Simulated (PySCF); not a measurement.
# C4H7NSi: the cost of one run

Computed with PySCF 2.14.0, with density-fitted response routines of our own, on a single molecule in the gas phase. Atoms are numbered from 0 throughout.

## 1. Starting geometry

13 atoms, charge 0, multiplicity 1; geometry from: GFN2-xTB. The atoms were then displaced at random by about 0.01 Å, so the start is not that level's minimum.

Bonds of the start (Å): Si0–N1 1.74, N1–C2 1.26, C2–C3 1.42, C3–C4 1.35, C4–C5 1.52, C5–C2 1.54, Si0–H6 1.45, Si0–H7 1.50, Si0–H8 1.43, C3–H9 1.07, C4–H10 1.09, C5–H11 1.08, C5–H12 1.07.

## 2. Geometry optimisation at PBE0-D3(BJ)/def2-SVP

What the job is given:

```
{"job": {"xc": "PBE0", "basis": "def2-SVP", "d3": "d3bj", "grid": 1, "shake": 0.01, "kind": "geom"}, "charge": 0, "multiplicity": 1}
Si     2.391980     0.462510    -0.253100
N      0.926050    -0.309510    -0.782320
C     -0.258500    -0.325010    -0.360590
C     -1.436500    -0.992020    -0.781010
C     -2.185250    -0.461460     0.211540
C     -1.028780     0.320660     0.809840
H      2.806540    -0.051550     1.037120
H      2.210340     1.942880    -0.132290
H      3.321360     0.170010    -1.296410
H     -1.696630    -1.665030    -1.577820
H     -3.220020    -0.527590     0.535750
H     -1.096140     1.402590     0.783520
H     -0.728620     0.016640     1.795450
```

The run is started by

```console
$ OMP_NUM_THREADS=1 python probes_run.py task.json out
```

One launch serves the whole session: the jobs run in the order shown.

Q: Estimate the wall time and peak memory of this first job on 1 thread of Arm Neoverse V1, shared host.

About 73 s, with a peak of 0.5 GiB.
